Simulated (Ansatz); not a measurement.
Runs of Ansatz 0.2.0 on TiH5. The cell holds a sheet with vacuum, 6 atoms: a = 3.058 Å, b = 3.058 Å, c = 30.887 Å, α = 90.00°, β = 90.00°, γ = 120.00°. The cell was built by a generator and needn't be a form met in nature.

```csv
task,level,cutoff (eV),basis error allowed,gap on the mesh (eV),largest force (eV/Å),work function (eV)
single point,PBE,330,0.001 eV/atom,none,0.01,6.05
single point,LDA,297,0.002 eV/atom,none,(a),6.09
single point,PBE,300,0.002 eV/atom,none,0.01,6.05
projected density of states,PBE,300,0.002 eV/atom,-,0.01,6.05
single point,PBEsol,299,0.002 eV/atom,none,0.05,5.99
```

Alike in all rows: potentials or basis all-electron LAPW, scalar-relativistic; no spin polarisation; cell as given; k mesh 10 × 10 × 1; smearing fermi-dirac 0.05 eV.

Task: Fill in the values left out.

Result: (a) 0.11.

A gap of «none» marks a metal or a gap under the smearing width.
